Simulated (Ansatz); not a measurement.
# Ni3Hg: the cost of one run

Computed with the Python package of Ansatz 0.2.0. The levels of theory stand in the script.

## Step 1: The system

It takes space group Pm-3m (No. 221, cubic). Conventional cell: a = 3.745 Å, b = 3.745 Å, c = 3.745 Å, α = 90.00°, β = 90.00°, γ = 90.00°. Around Ni (site symmetry 4/mmm) lie 8 Ni at 2.65 Å and 4 Hg at 2.65 Å. Hg (site symmetry m-3m) is surrounded by 12 Ni at 2.65 Å.

No structure file is read: the coordinates are typed or built in the script.

## Step 2: The code

run_xc.py

```python
"""Functional comparison for Ni3Hg (totals differ with the potentials too)."""

import ansatz as az
import pandas as pd


def main() -> None:
    xtal = (
        az.Lattice.cubic(3.744911)
        .space_group(221)
        .atom("Ni", (0.0, 0.5, 0.5))
        .atom("Hg", (0.0, 0.0, 0.0))
        .moments(Ni=1.5)
    )

    calculation = (
        xtal.calculation()
        .basis(550)  # plane waves up to this kinetic energy
        .kpoints(6)  # the mesh must be finer for metals
        .occupations(az.OccupationsMethod.FERMI_DIRAC, width=0.15)
        .spin("collinear")
        .stress()
    )

    rows = []
    for value in ["pbesol", "blyp", "lda", "revpbe"]:
        report = calculation.functional(value).run(threads=1, pin="off").report
        rows.append((value, report["free_energy_ev"] / len(report["lattice"]["sites"]), report["n_iterations"], sum(report["stress_gpa"][i][i] for i in range(3)) / 3, report["magnetization_mub"], report["n_kpoints"]))

    table = pd.DataFrame(rows, columns=["functional", "F/atom (eV)", "iterations", "P (GPa)", "moment (muB)", "k-points"])
    print(table.round(5).to_string(index=False))


if __name__ == "__main__":
    main()
```

## Step 3: The run

Launch:

```bash
> python run_xc.py
```

Q: Estimate wall time and peak memory on 1 thread of Arm Neoverse V1, shared host.

About 2.4 min, with a peak of 0.86 GiB.
